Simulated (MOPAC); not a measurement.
# KI at PM7: moving one setting at a time

Aim: start from a run with usual settings and see what each changed setting does to the results.

Computed with MOPAC 23.2.5 (PM7, atoms fixed, no spin polarisation, unless a step's input says otherwise).

## Step 1: The starting structure

Symmetry: Fm-3m, No. 225, cubic system. The conventional cell has a = 7.089 Å, b = 7.089 Å, c = 7.089 Å, α = 90.00°, β = 90.00°, γ = 90.00°. K (site symmetry m-3m) is surrounded by 6 I at 3.54 Å. Around I (site symmetry m-3m) lie 6 K at 3.54 Å.

Structure file:

```xyz
2
Lattice="0.0000 3.5446 3.5446 3.5446 0.0000 3.5446 3.5446 3.5446 0.0000" Properties=species:S:1:pos:R:3 pbc="T T T"
K     0.0000    0.0000    0.0000
I     3.5446    3.5446    3.5446
```

## Step 2: The reference run

The gap of PM6 and PM7 is a difference of Hartree-Fock-like orbital energies, with no screening; it often comes out too large, and it hangs on the parameters.

Input file run.mop:

```
PM7 1SCF GRADIENTS AUX(PRECISION=6) THREADS=1
crystal as a cluster of 2x2x2 conventional cells

K 7.089132 1 0.000000 1 0.000000 1
I 10.633698 1 3.544566 1 3.544566 1
K 10.633698 1 3.544566 1 0.000000 1
I 14.178265 1 7.089132 1 3.544566 1
K 10.633698 1 0.000000 1 3.544566 1
I 14.178265 1 3.544566 1 7.089132 1
K 0.000000 1 0.000000 1 0.000000 1
I 3.544566 1 3.544566 1 3.544566 1
K 3.544566 1 3.544566 1 0.000000 1
I 7.089132 1 7.089132 1 3.544566 1
K 7.089132 1 7.089132 1 0.000000 1
I 10.633698 1 10.633698 1 3.544566 1
K 10.633698 1 10.633698 1 0.000000 1
I 14.178265 1 14.178265 1 3.544566 1
K 3.544566 1 0.000000 1 3.544566 1
I 7.089132 1 3.544566 1 7.089132 1
K 7.089132 1 3.544566 1 3.544566 1
I 10.633698 1 7.089132 1 7.089132 1
K 10.633698 1 7.089132 1 3.544566 1
I 14.178265 1 10.633698 1 7.089132 1
K 7.089132 1 0.000000 1 7.089132 1
I 10.633698 1 3.544566 1 10.633698 1
K 10.633698 1 3.544566 1 7.089132 1
I 14.178265 1 7.089132 1 10.633698 1
K 10.633698 1 0.000000 1 10.633698 1
I 14.178265 1 3.544566 1 14.178265 1
K 0.000000 1 7.089132 1 0.000000 1
I 3.544566 1 10.633698 1 3.544566 1
K 3.544566 1 10.633698 1 0.000000 1
I 7.089132 1 14.178265 1 3.544566 1
K 0.000000 1 3.544566 1 3.544566 1
I 3.544566 1 7.089132 1 7.089132 1
K 3.544566 1 7.089132 1 3.544566 1
I 7.089132 1 10.633698 1 7.089132 1
K 7.089132 1 10.633698 1 3.544566 1
I 10.633698 1 14.178265 1 7.089132 1
K 0.000000 1 0.000000 1 7.089132 1
I 3.544566 1 3.544566 1 10.633698 1
K 3.544566 1 3.544566 1 7.089132 1
I 7.089132 1 7.089132 1 10.633698 1
K 7.089132 1 7.089132 1 7.089132 1
I 10.633698 1 10.633698 1 10.633698 1
K 10.633698 1 10.633698 1 7.089132 1
I 14.178265 1 14.178265 1 10.633698 1
K 3.544566 1 0.000000 1 10.633698 1
I 7.089132 1 3.544566 1 14.178265 1
K 7.089132 1 3.544566 1 10.633698 1
I 10.633698 1 7.089132 1 14.178265 1
K 10.633698 1 7.089132 1 10.633698 1
I 14.178265 1 10.633698 1 14.178265 1
K 0.000000 1 10.633698 1 3.544566 1
I 3.544566 1 14.178265 1 7.089132 1
K 0.000000 1 7.089132 1 7.089132 1
I 3.544566 1 10.633698 1 10.633698 1
K 3.544566 1 10.633698 1 7.089132 1
I 7.089132 1 14.178265 1 10.633698 1
K 0.000000 1 3.544566 1 10.633698 1
I 3.544566 1 7.089132 1 14.178265 1
K 3.544566 1 7.089132 1 10.633698 1
I 7.089132 1 10.633698 1 14.178265 1
K 7.089132 1 10.633698 1 10.633698 1
I 10.633698 1 14.178265 1 14.178265 1
K 0.000000 1 10.633698 1 10.633698 1
I 3.544566 1 14.178265 1 14.178265 1
Tv 14.178265 1 0.000000 1 0.000000 1
Tv 0.000000 1 14.178265 1 0.000000 1
Tv 0.000000 1 0.000000 1 14.178265 1
```

Launch:

```console
$ mopac run.mop
```

Output, shortened:

```text
[...]
           Empirical Formula: K32 I32  =    64 atoms
[...]
     SCF FIELD WAS ACHIEVED
[...]
                                                       MOPAC v23.2.5 Linux
          FINAL HEAT OF FORMATION =      -2006.89433 KCAL/MOL =   -8396.84589 KJ/MOL
          H.o.F. per unit cell    =        -62.71545 KCAL, for 32 unit cells, unit cell = K1 I1
          GRADIENT NORM           =        272.35990          =       34.04499 PER ATOM
          IONIZATION POTENTIAL    =         10.371008 EV
          HOMO LUMO ENERGIES (EV) =        -10.371  0.422
          NO. OF FILLED LEVELS    =        128
          MOLECULAR WEIGHT        =       5312.0896         POINT GROUP:  C3v
          VOLUME OF UNIT CELL     =       2850.160 CUBIC ANGSTROMS
          DENSITY                 =          3.095 GRAMS/CC
                              A   =         14.178 ANGSTROMS
                              B   =         14.178 ANGSTROMS
                              C   =         14.178 ANGSTROMS
[...]
                             CARTESIAN COORDINATES
   1    K        7.089132000     0.000000000     0.000000000
   2    I       10.633698000     3.544566000     3.544566000
   3    K       10.633698000     3.544566000     0.000000000
   4    I       14.178265000     7.089132000     3.544566000
   5    K       10.633698000     0.000000000     3.544566000
   6    I       14.178265000     3.544566000     7.089132000
   7    K        0.000000000     0.000000000     0.000000000
   8    I        3.544566000     3.544566000     3.544566000
   9    K        3.544566000     3.544566000     0.000000000
  10    I        7.089132000     7.089132000     3.544566000
  11    K        7.089132000     7.089132000     0.000000000
  12    I       10.633698000    10.633698000     3.544566000
  13    K       10.633698000    10.633698000     0.000000000
[...]
              NET ATOMIC CHARGES AND DIPOLE CONTRIBUTIONS
  ATOM NO.   TYPE          CHARGE      No. of ELECS.   s-Pop       p-Pop       d-Pop
    1          K           0.746874        0.2531     0.00002     0.25310
    2          I          -0.746874        7.7469     1.92955     5.81705     0.00027
    3          K           0.746874        0.2531     0.00002     0.25310
    4          I          -0.746874        7.7469     1.92955     5.81705     0.00027
    5          K           0.746874        0.2531     0.00002     0.25310
    6          I          -0.746874        7.7469     1.92955     5.81705     0.00027
    7          K           0.746874        0.2531     0.00002     0.25310
    8          I          -0.746874        7.7469     1.92955     5.81705     0.00027
    9          K           0.746874        0.2531     0.00002     0.25310
   10          I          -0.746874        7.7469     1.92955     5.81705     0.00027
   11          K           0.746874        0.2531     0.00002     0.25310
   12          I          -0.746874        7.7469     1.92955     5.81705     0.00027
[...]
 * JOB ENDED NORMALLY *
[...]
```

Run time: 3.5 s. Hardware: 1 thread of Arm Neoverse V1, shared host; peak memory 0.051 GiB.

Gap 10.79 eV. The 64 atoms of the cluster fold only a few k-points onto the zone centre, so gap and energy may not be converged in the cluster's size.

## Step 3: Change: CUTOFP = 40

run.mop: that of step 2 with these lines changed.

```diff
@@ -1,2 +1,2 @@
-PM7 1SCF GRADIENTS AUX(PRECISION=6) THREADS=1
+PM7 1SCF CUTOFP=40 GRADIENTS AUX(PRECISION=6) THREADS=1
 crystal as a cluster of 2x2x2 conventional cells
```

Launch:

```console
$ mopac run.mop
```

Output, shortened:

```text
[...]
           Empirical Formula: K32 I32  =    64 atoms
[...]
     SCF FIELD WAS ACHIEVED
[...]
                                                       MOPAC v23.2.5 Linux
          FINAL HEAT OF FORMATION =      -1999.94381 KCAL/MOL =   -8367.76491 KJ/MOL
          H.o.F. per unit cell    =        -62.49824 KCAL, for 32 unit cells, unit cell = K1 I1
          GRADIENT NORM           =        300.75049          =       37.59381 PER ATOM
          IONIZATION POTENTIAL    =         10.356718 EV
          HOMO LUMO ENERGIES (EV) =        -10.357  0.407
          NO. OF FILLED LEVELS    =        128
          MOLECULAR WEIGHT        =       5312.0896         POINT GROUP:  C3v
          VOLUME OF UNIT CELL     =       2850.160 CUBIC ANGSTROMS
          DENSITY                 =          3.095 GRAMS/CC
                              A   =         14.178 ANGSTROMS
                              B   =         14.178 ANGSTROMS
                              C   =         14.178 ANGSTROMS
[...]
              NET ATOMIC CHARGES AND DIPOLE CONTRIBUTIONS
  ATOM NO.   TYPE          CHARGE      No. of ELECS.   s-Pop       p-Pop       d-Pop
    1          K           0.745719        0.2543     0.00002     0.25426
    2          I          -0.745719        7.7457     1.92937     5.81607     0.00027
    3          K           0.745719        0.2543     0.00002     0.25426
    4          I          -0.745719        7.7457     1.92937     5.81607     0.00027
    5          K           0.745719        0.2543     0.00002     0.25426
    6          I          -0.745719        7.7457     1.92937     5.81607     0.00027
    7          K           0.745719        0.2543     0.00002     0.25426
    8          I          -0.745719        7.7457     1.92937     5.81607     0.00027
    9          K           0.745719        0.2543     0.00002     0.25426
   10          I          -0.745719        7.7457     1.92937     5.81607     0.00027
   11          K           0.745719        0.2543     0.00002     0.25426
   12          I          -0.745719        7.7457     1.92937     5.81607     0.00027
[...]
 * JOB ENDED NORMALLY *
[...]
```

Run time: 4.2 s. Hardware: 1 thread of Arm Neoverse V1, shared host; peak memory 0.051 GiB.

Against the reference run the gap moves by -0.03 eV and the energy by +4.7 meV/atom.

## Step 4: Change: method = AM1

run.mop: that of step 3 with these lines changed.

```diff
@@ -1,2 +1,2 @@
-PM7 1SCF CUTOFP=40 GRADIENTS AUX(PRECISION=6) THREADS=1
+AM1 1SCF GRADIENTS AUX(PRECISION=6) THREADS=1
 crystal as a cluster of 2x2x2 conventional cells
```

Launch:

```console
$ mopac run.mop
```

Output, shortened:

```text
[...]
           Empirical Formula: K32 I32  =    64 atoms
[...]
     SCF FIELD WAS ACHIEVED
[...]
                                                       MOPAC v23.2.5 Linux
          FINAL HEAT OF FORMATION =      -3544.43595 KCAL/MOL =  -14829.92002 KJ/MOL
          H.o.F. per unit cell    =       -110.76362 KCAL, for 32 unit cells, unit cell = K1 I1
          GRADIENT NORM           =         41.61140          =       5.20142 PER ATOM
          IONIZATION POTENTIAL    =          9.152845 EV
          HOMO LUMO ENERGIES (EV) =         -9.153  0.096
          NO. OF FILLED LEVELS    =        128
          MOLECULAR WEIGHT        =       5312.0896         POINT GROUP:  C3v
          VOLUME OF UNIT CELL     =       2850.160 CUBIC ANGSTROMS
          DENSITY                 =          3.095 GRAMS/CC
                              A   =         14.178 ANGSTROMS
                              B   =         14.178 ANGSTROMS
                              C   =         14.178 ANGSTROMS
[...]
              NET ATOMIC CHARGES AND DIPOLE CONTRIBUTIONS
  ATOM NO.   TYPE          CHARGE      No. of ELECS.   s-Pop       p-Pop
    1          K           0.401079        0.5989     0.14745     0.45148
    2          I          -0.400765        7.4008     1.89769     5.50308
    3          K           0.401079        0.5989     0.14745     0.45148
    4          I          -0.400765        7.4008     1.89769     5.50308
    5          K           0.401079        0.5989     0.14745     0.45148
    6          I          -0.400765        7.4008     1.89769     5.50308
    7          K           0.401165        0.5988     0.14749     0.45134
    8          I          -0.400226        7.4002     1.89773     5.50249
    9          K           0.400993        0.5990     0.14740     0.45161
   10          I          -0.400226        7.4002     1.89773     5.50249
   11          K           0.400993        0.5990     0.14740     0.45161
   12          I          -0.401306        7.4013     1.89764     5.50366
[...]
 * JOB ENDED NORMALLY *
[...]
```

It took 1.5 s on 1 thread of Arm Neoverse V1, shared host; peak memory 0.022 GiB.

Totals of another method or basis aren't compared here.

## Step 5: Change: method = MNDOD

run.mop: that of step 4 with these lines changed.

```diff
@@ -1,2 +1,2 @@
-AM1 1SCF GRADIENTS AUX(PRECISION=6) THREADS=1
+MNDOD 1SCF GRADIENTS AUX(PRECISION=6) THREADS=1
 crystal as a cluster of 2x2x2 conventional cells
```

Launch:

```console
$ mopac run.mop
```

Output:

```text
[... start of the log left out ...]
    56         I          7.0891     14.1783     10.6337
    57         K          0.0000      3.5446     10.6337
    58         I          3.5446      7.0891     14.1783
    59         K          3.5446      7.0891     10.6337
    60         I          7.0891     10.6337     14.1783
    61         K          7.0891     10.6337     10.6337
    62         I         10.6337     14.1783     14.1783
    63         K          0.0000     10.6337     10.6337
    64         I          3.5446     14.1783     14.1783

 DATA ARE NOT AVAILABLE FOR ELEMENT NO. 19
  I: (MNDO/d): W.THIEL AND A.A.VOITYUK, J. PHYS. CHEM., 100, 616 (1996)

          SOME ELEMENTS HAVE BEEN SPECIFIED FOR WHICH
          NO PARAMETERS ARE AVAILABLE.  CALCULATION STOPPED.

          Parameters for some elements are missing

           Empirical Formula: K32 I32  =    64 atoms

 ******************************************************************************
 *                                                                            *
 *     Error and normal termination messages reported in this calculation     *
 *                                                                            *
 * Parameters for some elements are missing                                   *
 * JOB ENDED NORMALLY                                                         *
 *                                                                            *
 ******************************************************************************

 TOTAL JOB TIME:             0.00 SECONDS

 == MOPAC DONE ==
```

Run time: 0.05 s. Hardware: 1 thread of Arm Neoverse V1, shared host; peak memory 0.013 GiB.

The program refused the job: «Parameters for some elements are missing».

## Step 6: Change: CUTOFP = 10

run.mop: that of step 5 with these lines changed.

```diff
@@ -1,2 +1,2 @@
-MNDOD 1SCF GRADIENTS AUX(PRECISION=6) THREADS=1
+PM7 1SCF CUTOFP=10 GRADIENTS AUX(PRECISION=6) THREADS=1
 crystal as a cluster of 2x2x2 conventional cells
```

Launch:

```console
$ mopac run.mop
```

Output, shortened:

```text
[...]
           Empirical Formula: K32 I32  =    64 atoms
[...]
     SCF FIELD WAS ACHIEVED
[...]
                                                       MOPAC v23.2.5 Linux
          FINAL HEAT OF FORMATION =      -2043.89076 KCAL/MOL =   -8551.63893 KJ/MOL
          H.o.F. per unit cell    =        -63.87159 KCAL, for 32 unit cells, unit cell = K1 I1
          GRADIENT NORM           =        263.98081          =       32.99760 PER ATOM
          IONIZATION POTENTIAL    =         10.447134 EV
          HOMO LUMO ENERGIES (EV) =        -10.447  0.499
          NO. OF FILLED LEVELS    =        128
          MOLECULAR WEIGHT        =       5312.0896         POINT GROUP:  C3v
          VOLUME OF UNIT CELL     =       2850.160 CUBIC ANGSTROMS
          DENSITY                 =          3.095 GRAMS/CC
                              A   =         14.178 ANGSTROMS
                              B   =         14.178 ANGSTROMS
                              C   =         14.178 ANGSTROMS
[...]
              NET ATOMIC CHARGES AND DIPOLE CONTRIBUTIONS
  ATOM NO.   TYPE          CHARGE      No. of ELECS.   s-Pop       p-Pop       d-Pop
    1          K           0.752855        0.2471     0.00002     0.24712
    2          I          -0.752855        7.7529     1.93048     5.82210     0.00027
    3          K           0.752855        0.2471     0.00002     0.24712
    4          I          -0.752855        7.7529     1.93048     5.82210     0.00027
    5          K           0.752855        0.2471     0.00002     0.24712
    6          I          -0.752855        7.7529     1.93048     5.82210     0.00027
    7          K           0.752855        0.2471     0.00002     0.24712
    8          I          -0.752855        7.7529     1.93048     5.82210     0.00027
    9          K           0.752855        0.2471     0.00002     0.24712
   10          I          -0.752855        7.7529     1.93048     5.82210     0.00027
   11          K           0.752855        0.2471     0.00002     0.24712
   12          I          -0.752855        7.7529     1.93048     5.82210     0.00027
[...]
 * JOB ENDED NORMALLY *
[...]
```

Run time: 1.5 s. Hardware: 1 thread of Arm Neoverse V1, shared host; peak memory 0.049 GiB.

Against the reference run the gap moves by +0.15 eV and the energy by -25.1 meV/atom.

## Step 7: Change: ITRY = 3

run.mop: that of step 6 with these lines changed.

```diff
@@ -1,2 +1,2 @@
-PM7 1SCF CUTOFP=10 GRADIENTS AUX(PRECISION=6) THREADS=1
+PM7 1SCF ITRY=3 GRADIENTS AUX(PRECISION=6) THREADS=1
 crystal as a cluster of 2x2x2 conventional cells
```

Launch:

```console
$ mopac run.mop
```

Output:

```text
[... start of the log left out ...]
    54       I          3.54456600  *  10.63369800  *  10.63369800  *
    55       K          3.54456600  *  10.63369800  *   7.08913200  *
    56       I          7.08913200  *  14.17826500  *  10.63369800  *
    57       K          0.00000000  *   3.54456600  *  10.63369800  *
    58       I          3.54456600  *   7.08913200  *  14.17826500  *
    59       K          3.54456600  *   7.08913200  *  10.63369800  *
    60       I          7.08913200  *  10.63369800  *  14.17826500  *
    61       K          7.08913200  *  10.63369800  *  10.63369800  *
    62       I         10.63369800  *  14.17826500  *  14.17826500  *
    63       K          0.00000000  *  10.63369800  *  10.63369800  *
    64       I          3.54456600  *  14.17826500  *  14.17826500  *
    65      Tv         14.17826500  *   0.00000000  *   0.00000000  *
    66      Tv          0.00000000  *  14.17826500  *   0.00000000  *
    67      Tv          0.00000000  *   0.00000000  *  14.17826500  *

          THE SCF CALCULATION FAILED.

          UNABLE TO ACHIEVE SELF-CONSISTENCE

 ******************************************************************************
 *                                                                            *
 *     Error and normal termination messages reported in this calculation     *
 *                                                                            *
 * THE SCF CALCULATION FAILED.                                                *
 * UNABLE TO ACHIEVE SELF-CONSISTENCE                                         *
 * JOB ENDED NORMALLY                                                         *
 *                                                                            *
 ******************************************************************************

 TOTAL JOB TIME:             0.91 SECONDS

 == MOPAC DONE ==
```

Wall time 0.95 s (1 thread of Arm Neoverse V1, shared host); peak memory 0.05 GiB.

The run did not converge: «UNABLE TO ACHIEVE SELF-CONSISTENCE».

## Step 8: Change: cluster = 1x1x1

Input file run.mop:

```
PM7 1SCF GRADIENTS AUX(PRECISION=6) THREADS=1
crystal as a cluster of 1x1x1 conventional cells

K 0.000000 1 0.000000 1 0.000000 1
I 3.544566 1 3.544566 1 3.544566 1
K 3.544566 1 3.544566 1 0.000000 1
I 7.089132 1 7.089132 1 3.544566 1
K 3.544566 1 0.000000 1 3.544566 1
I 7.089132 1 3.544566 1 7.089132 1
K 0.000000 1 3.544566 1 3.544566 1
I 3.544566 1 7.089132 1 7.089132 1
Tv 7.089132 1 0.000000 1 0.000000 1
Tv 0.000000 1 7.089132 1 0.000000 1
Tv 0.000000 1 0.000000 1 7.089132 1
```

Launch:

```console
$ mopac run.mop
```

Output:

```text
[... start of the log left out ...]

     1         K          0.0000      0.0000      0.0000
     2         I          3.5446      3.5446      3.5446
     3         K          3.5446      3.5446      0.0000
     4         I          7.0891      7.0891      3.5446
     5         K          3.5446      0.0000      3.5446
     6         I          7.0891      3.5446      7.0891
     7         K          0.0000      3.5446      3.5446
     8         I          3.5446      7.0891      7.0891

 General Reference for PM7:
 "Optimization of Parameters for Semiempirical Methods VI: More Modifications to the
 NDDO Approximations and Re-optimization of Parameters", J. J. P. Stewart, J. Mol. Mod., 1:32, 19 (2013)

           Empirical Formula: K4 I4  =     8 atoms

          Excessive size of lattice vector summation
          To avoid this problem, pack atoms more tightly in the central unit cell (try MAKPOL)
          To over-ride this safety check, add keyword 'GEO-OK'

 ******************************************************************************
 *                                                                            *
 *     Error and normal termination messages reported in this calculation     *
 *                                                                            *
 * Excessive size of lattice vector summation                                 *
 * JOB ENDED NORMALLY                                                         *
 *                                                                            *
 ******************************************************************************

 TOTAL JOB TIME:             0.01 SECONDS

 == MOPAC DONE ==
```

Run time: 0.05 s. Hardware: 1 thread of Arm Neoverse V1, shared host; peak memory 0.013 GiB.

The program refused the job: «Excessive size of lattice vector summation».

## Step 9: Results

| change | ends | gap (eV) | energy (meV/atom) | pressure (GPa) | time |
| --- | --- | --- | --- | --- | --- |
| none | converged | 10.79 | 0 | – | 3.5 s |
| CUTOFP = 40 | converged | -0.03 | +4.7 | – | 4.2 s |
| method = AM1 | converged | -1.54 | – | – | 1.5 s |
| method = MNDOD | refused | – | – | – | 0.05 s |
| CUTOFP = 10 | converged | +0.15 | -25.1 | – | 1.5 s |
| ITRY = 3 | not converged | – | – | – | 0.95 s |
| cluster = 1x1x1 | refused | – | – | – | 0.05 s |

The first row holds values, the others changes from it. Keys are the program's: temperature in eV (tblite) or K (CP2K), cutoffs in Ry, CUTOFP in Å. Among the numerical settings, CUTOFP = 10 moves the energy most (-25.1 meV/atom). 3 of the 6 changes gave no result. The changed runs test settings; they are no properties of the crystal.
